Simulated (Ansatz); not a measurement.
# Co (diamond type): how the settings move a single-point run

Question: which choices in the input matter for Co (diamond type)?

Computed with Ansatz 0.2.0 (reference: DFT, LDA, PAW with other files of Ansatz's library (source ansatz), scalar-relativistic, unless a step's input says otherwise).

### 1 The starting structure

It takes space group Fd-3m (No. 227, cubic). Conventional cell: a = 3.532 Å, b = 3.532 Å, c = 3.532 Å, α = 90.00°, β = 90.00°, γ = 90.00°. Co (site symmetry -43m) has 4 Co at 1.53 Å in its first shell of neighbours.

As a file:

```cif
data_structure
_symmetry_space_group_name_H-M 'Fd-3m:1'
_symmetry_Int_Tables_number 227
_cell_length_a 3.5319
_cell_length_b 3.5319
_cell_length_c 3.5319
_cell_angle_alpha 90.000
_cell_angle_beta 90.000
_cell_angle_gamma 90.000
_cell_volume 44.06
loop_
_atom_site_label
_atom_site_type_symbol
_atom_site_symmetry_multiplicity
_atom_site_Wyckoff_symbol
_atom_site_fract_x
_atom_site_fract_y
_atom_site_fract_z
_atom_site_occupancy
Co1 Co 8 b 0.00000 0.50000 0.00000 1
```

### 2 Baseline

The input, input.yaml:

```yaml
crystal:
  lattice:
    - [0.0, 1.7659611678, 1.7659611678]
    - [1.7659611678, 0.0, 1.7659611678]
    - [1.7659611678, 1.7659611678, 0.0]
  atoms:
    - { symbol: Co, position: [-0.125, -0.125, -0.125], spin: 1.7 }
    - { symbol: Co, position: [0.125, 0.125, 0.125], spin: 1.7 }
magnetization:
  spin_polarized: true
kpoints:
  mp_grid: { grid: [16, 16, 16] }
scf:
  occupations: { method: fermi_dirac, width: 0.1 }
hamiltonian:
  xc: lda
  pseudopotentials: { kind: paw, source: ansatz }
output:
  forces: true
  stress: true
  eigenvalues: true
```

Launch:

```console
$ ansatz run input.yaml --threads 1 --pin off --max-ram 3072MiB --backend cpu --events-out ev --progress --plain --runs-dir out
```

From the output:

```text
[...]
Basis set: ecut = 900 eV, 645 PW (Γ)
[...]
Magnetic group: BNS 227.128 (UNI 1630), of the structure as read, at distance tolerance 2.2e-5 Å
k-points: 145 of 4096
[...]
SCF iter   1: F=—  HF=-10093.741544 eV  |F-HF|=—  |Δ(HF+E_count)|=         —  Δρ=3.00e-1 (↑2.34e-1 ↓3.00e-1)  dr2=6.71e-1  dr2_m=7.08e0  M=0.168 μB ∫|m|=0.168 μB  β_m=0.30  ethr=1.97e-3  ⟨swp⟩=1.0  Hψ=33647  notcnv=0
[...]
preconditioner: auto → none  [metal: Δε(μ)=0.031 eV  Ē_g=17.535 eV  σ=0.100 eV  W_gap=0.08  n_scr=8 (ndim 8)  ℏωp=47.5 eV  f_vac=0.000  D(μ)=0.98/eV (n_scr^D=14)  sad-step TF]
SCF iter   2: F=—  HF=-10095.237524 eV  |F-HF|=—  |Δ(HF+E_count)|=    1.50e0  Δρ=2.14e-1 (↑1.68e-1 ↓2.14e-1)  dr2=4.39e-1  dr2_m=3.61e0  M=0.129 μB ∫|m|=0.129 μB  β_m=0.65  ethr=1.97e-3  ⟨swp⟩=2.6  Hψ=10736  notcnv=0
[...]
SCF iter   8: F=—  HF=-10096.796204 eV  |F-HF|=—  |Δ(HF+E_count)|=   1.21e-7  Δρ=2.47e-6 (↑2.47e-6 ↓9.75e-7)  dr2=2.18e-10  dr2_m=1.32e-10  M=-0.000 μB ∫|m|=0.000 μB  β_m=0.91  ethr=3.04e-10  ⟨swp⟩=2.1  Hψ=11516  notcnv=0
SCF iter   9: F=-10096.796204 eV  HF=-10096.796204 eV  |F-HF|=4.37e-11  |Δ(HF+E_count)|=  1.64e-10  Δρ=4.99e-7 (↑4.15e-7 ↓4.99e-7)  dr2=5.04e-11  dr2_m=4.99e-12  M=-0.000 μB ∫|m|=0.000 μB  ethr=1.00e-12  ⟨swp⟩=1.4  Hψ=20844  notcnv=0
[...]
SCF converged after 9 iterations
Magnetization: -0.0000 μB (17.0000 up, 17.0000 down)
[...]
Free energy (F): -10096.796204 eV
[...]
E sigma→0 (E₀):  -10096.780204 eV
[...]
Fermi energy:    42.594165 eV
[...]
  P = ⅓ Tr σ = 1170.0889 GPa (11700.889 kbar)
[...]
```

Wall time 6.4 s (1 thread of AMD EPYC 9R45 (Zen 5), shared host); peak memory 0.51 GiB.

### 3 Changed: lower_state_search light

Edit input.yaml of step 2 so:

```diff
@@ -14,2 +14,3 @@
   occupations: { method: fermi_dirac, width: 0.1 }
+  lower_state_search: light
 hamiltonian:
@@ -21 +22,5 @@
   eigenvalues: true
+  write_density: true
+  write_potential: true
+  elf: true
+  volumetric_format: npy
```

Launch:

```console
$ ansatz run input.yaml --threads 1 --pin off --max-ram 3072MiB --backend cpu --events-out ev --progress --plain --runs-dir out
```

Standard output (excerpt; [...] marks lines left out):

```text
[...]
Pseudopotentials: kind: paw
Pseudopotential: Co, paw, valence charge 17, recommended cutoff 900 eV (normal)
Functional definition: SPW92
[...]
Crystal: 2 atoms, lattice volume = 11.015 Å³
Basis set: ecut = 900 eV, 645 PW (Γ)
Bands: 23, of which v1, the nominal top of the filled ones, is band 17 counted from 1 (16 counted from 0)
Symmetry: 48 space group operations
Space group: Fd-3m (ITA 227), of the structure as read, at distance tolerance 2.2e-5 Å
Magnetic group: BNS 227.128 (UNI 1630), of the structure as read, at distance tolerance 2.2e-5 Å
k-points: 145 of 4096
[...]
Starting moments: Σ|m| = 3.4 μB on 2 of 2 sites
[...]
SCF iter   1: F=—  HF=-10093.741544 eV  |F-HF|=—  |Δ(HF+E_count)|=         —  Δρ=3.00e-1 (↑2.34e-1 ↓3.00e-1)  dr2=6.71e-1  dr2_m=7.08e0  M=0.168 μB ∫|m|=0.168 μB  β_m=0.30  ethr=1.97e-3  ⟨swp⟩=1.0  Hψ=33647  notcnv=0
[...]
SCF iter   9: F=-10096.796204 eV  HF=-10096.796204 eV  |F-HF|=4.55e-11  |Δ(HF+E_count)|=  1.64e-10  Δρ=4.96e-7 (↑4.14e-7 ↓4.96e-7)  dr2=5.00e-11  dr2_m=4.92e-12  M=-0.000 μB ∫|m|=0.000 μB  ethr=1.00e-12  ⟨swp⟩=4.4  Hψ=31161  notcnv=0
[...]
WARN: the starting moments were not kept: the SCF closed with an absolute magnetisation of 4.1e-7 μB, where they sum to 3.4 μB in size (2 sites). That is at most 0.1 of that sum. Measured as dr2_m measures the in/out step, that magnetisation stands 2.3e-13 eV from none, at or under the [...]
SCF converged after 9 iterations
Magnetization: -0.0000 μB (17.0000 up, 17.0000 down)
Absolute magnetization: 0.0000 μB (∫|ρ↑−ρ↓|, with the PAW one-centre terms)
Spin contamination: 0.0000 ħ² per cell (⟨S²⟩ above its minimum at these occupations)
Per-site moments (μB) at R_I (Å): [(-1.746790160500881e-7, 0.6308639837822989), (-1.7467901624619603e-7, 0.6308639837822989)]
Free energy (F): -10096.796204 eV
[...]
E sigma→0 (E₀):  -10096.780204 eV
Entropy (-TS):   -0.031999 eV (-15.999 meV/atom)
Fermi energy:    42.594165 eV
[...]
--- Forces (eV/Å), atoms counted from 1 ---
  atom   1  Co     0.00000000    -0.00000000     0.00000000
  atom   2  Co     0.00000000    -0.00000000     0.00000000
[...]
--- Stress (GPa, compression-positive) ---
     1170.088891      -0.000000       0.000000
        0.000000    1170.088891       0.000000
        0.000000      -0.000000    1170.088891
  P = ⅓ Tr σ = 1170.0889 GPa (11700.889 kbar)
--- Band table (eV; the first three rows and the last of 290) ---
  k-point 0 ↑: bands = ["-58.6554", "-52.9967", "-22.1625", "-22.1625", "-22.1625", "-17.6633", "-17.6633", "-17.6633", "28.4704", "30.9474", "30.9474", "33.9390", "33.9390", "33.9390", "39.5016", "39.5016", "39.5016", "44.1181", "44.1181", "63.1215", "63.3878", "63.3878", "63.3878"]
[...]
```

It took 7.5 s on 1 thread of AMD EPYC 9R45 (Zen 5), shared host; peak memory 0.53 GiB.

The changed input (search for lower states) leaves the energy the same to the digits printed. Both runs lost their moments, so the test says nothing on the magnetic state.

### 4 All runs together

```
                        run     ending  energy change  pressure (GPa)  gap (eV)  force (eV/Å)  cycles   time
                  reference  converged              0          1170.1      0.00          0.00       9  6.4 s
1: lower_state_search light  converged   0.0 meV/atom          1170.1      0.00          0.00       9  7.5 s
```

Times don't compare one to one where runs were asked for different outputs or read a saved state (see the inputs); cycles may leave out searches for a lower state.

Residual by cycle in the longest SCF loop of each run; runs are numbered as in the table. The quantity is the density residual dr2, in eV.

```
cycle  reference    run 1
    1      0.671    0.671
    2      0.439    0.439
    3     0.0147   0.0147
    4    0.00743  0.00743
    5     6.6e-5   6.6e-5
    6     5.2e-5   5.2e-5
    7     1.0e-7   1.0e-7
    8    2.2e-10  2.2e-10
    9    5.0e-11  5.0e-11
```

The changed input (search for lower states) leaves the energy the same to the digits printed. Both runs lost their moments, so the test says nothing on the magnetic state. The structure is not at rest: the sound run finds 1170 GPa, so these are no properties of the relaxed crystal. 
